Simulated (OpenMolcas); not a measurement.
**Ir²⁺ among point charges: CASSCF and CASPT2 levels and susceptibility**

How does a field of 6 point charges split the states of Ir²⁺, and what χT follows?

Method: state-averaged CASSCF and CASPT2, spin-orbit coupling by RASSI with atomic mean-field integrals. Code: OpenMolcas 26.06.

## 1. The atom as given

- Species: Ir²⁺ (iridium, Z = 77, 75 electrons)
- Basis: ANO-RCC-VDZP [7s6p4d2f], 59 functions
- Scalar Hamiltonian: DKH2, point nucleus
- Inactive shells: 1s 2s 2p 3s 3p 3d 4s 4p 4d 4f 5s 5p
- Active space: 7 electrons in 5 orbitals (5d)
- Some configurations of this space: 5d⁷
- Orbitals: optimised for each spin and parity, averaged over all roots

The outer shells:

5d7
```
5d [↑↓][↑↓][↑ ][↑ ][↑ ]
```

The ion sits among 6 point charges of -1.1 e arranged as an octahedron (Oh), 2.24 Å from the ion.

The work runs as a chain of OpenMolcas steps in one folder; each step below is one input file. Labels, J, g values, rates, χT and fits are worked out afterwards by a script from the matrices that RASSI stores. The input lists half of the charges; inversion (Group=XYZ) makes the rest.

## 2. GATEWAY and SEWARD: basis and integrals

Input file a.inp:

```
&GATEWAY
Coord
1

Ir 0.0 0.0 0.0
Basis=ANO-RCC-VDZP
Group=XYZ
NoMove
AngMom=0.0 0.0 0.0
AMFI
XField
3 Angstrom 0
2.240000 0.000000 0.000000 -1.100000
0.000000 2.240000 0.000000 -1.100000
0.000000 0.000000 2.240000 -1.100000
&SEWARD
```

Launch:

```console
$ OMP_NUM_THREADS=1 MOLCAS_MEM=1689 MOLCAS_PROJECT=a pymolcas a.inp > a.log
```

## 3. Reference wave functions, quartets of even parity, 10 roots

Input file a.inp:

```
&RASSCF
FileOrb=start.orb
Symmetry=1
Spin=4
nActEl=7 0 0
Inactive=15 19
Ras2=5 0
CIRoot=10 10 1
SDav=10
CIMx=300
Iter=120 100
PrWF=0.3
OrbListing=Nothing
MaxOrb=0
>>> COPY $Project.JobIph JOB001
```

start.orb holds the contracted functions of the basis, ordered by shell, or the orbitals of the step before.

## 4. CASSCF: doublets of even parity, 40 roots

Input file a.inp:

```
&RASSCF
FileOrb=start.orb
Symmetry=1
Spin=2
nActEl=7 0 0
Inactive=15 19
Ras2=5 0
CIRoot=40 40 1
SDav=40
CIMx=300
Iter=120 100
PrWF=0.3
OrbListing=Nothing
MaxOrb=0
>>> COPY $Project.JobIph JOB002
```

## 5. RASSI: spin-orbit coupling between the states

Input file a.inp:

```
&RASSI
NrOfJobIphs=2 10 40
1 2 3 4 5 6 7 8 9 10
1 2 3 4 5 6 7 8 9 10 11 12 13 14 15 16 17 18 19 20 21 22 23 24 25 26 27
28 29 30 31 32 33 34 35 36 37 38 39 40
IphNames
JOB001
JOB002
EJob
SpinOrbit
DIPRint=1.0
SOCoupling=1000.0
Subsets=2
Property=9
'ANGMOM' 1 'ANGMOM' 2 'ANGMOM' 3 'MLTPL  1' 1 'MLTPL  1' 2 'MLTPL  1' 3
'AMFI' 1 'AMFI' 2 'AMFI' 3
SOProperty=3
'ANGMOM' 1 'ANGMOM' 2 'ANGMOM' 3
```

## 6. CASPT2: IPEA 0.25, imaginary shift 0.1 (closed shells correlated: 5s 5p)

Input file a.inp:

```
>>> COPY JOB001 $Project.JobIph
&CASPT2
Multistate=10 1 2 3 4 5 6 7 8 9 10
NoMult
Frozen=14 16
IPEA=0.25
Imaginary=0.1
MaxIter=60
WThr=0.0 0.3 0.05
PrWF=0.5
NoMix
>>> COPY JOB002 $Project.JobIph
&CASPT2
Multistate=40 1 2 3 4 5 6 7 8 9 10 11 12 13 14 15 16 17 18 19 20 21 22
23 24 25 26 27 28 29 30 31 32 33 34 35 36 37 38 39 40
NoMult
Frozen=14 16
IPEA=0.25
Imaginary=0.1
MaxIter=60
WThr=0.0 0.3 0.05
PrWF=0.5
NoMix
```

(Steps that only read results are left out.)

Q: Predict the outcome of this session. Wanted: spin-free ground state; first state of the same spin within the active space; lowest level; next level.

As calculated:

| quantity | value |
| --- | --- |
| method | SS-CASPT2, IPEA 0.25, imaginary shift 0.1 (closed shells correlated: 5s 5p) |
| spin-free ground state | 4T1, 3-fold in its orbital part |
| first state of the same spin within the active space | 4T2 at 5210 cm⁻¹ |
| lowest level | 2-fold Γ6, g = 4.90, 4.90, 4.90 |
| next level | 880.7 cm⁻¹ |
| χT at 300 K | 3.52 cm³ K/mol |
| effective moment at 300 K | 5.31 μB |

Cost by method:

```
                                              method  time of its own steps  time with the reference
                                           A. CASSCF                   11 s                     11 s
B. SS-CASPT2, IPEA 0.25, imaginary shift 0.1, +5s 5p                  4.2 s                     15 s
```

Times are of one thread on a shared host.

The spin-free ground state (4T1) comes to 98 % from free-ion F terms and keeps the highest spin of the shell. χT at 300 K is 3.52, against 1.88 cm³ K/mol for the spin alone, so orbital moment adds to it. An active space of the d shell alone favours high spin; real ions in strong fields can be low spin. A ligand-field fit to the states below 45000 cm-1 gives 10Dq = 5526 cm-1, B = 679 cm-1 and C = 3123 cm-1 (C/B = 4.60), with a deviation of 346 cm-1. CASPT2 does not keep the components of a term degenerate, and the means are used. The field of point charges can differ much from that of real complexes. With metal d orbitals alone active, the gaps between spin states are rough; where two lie within a few thousand cm-1, their order is open. This is an electrostatic model: the charges have no orbitals.
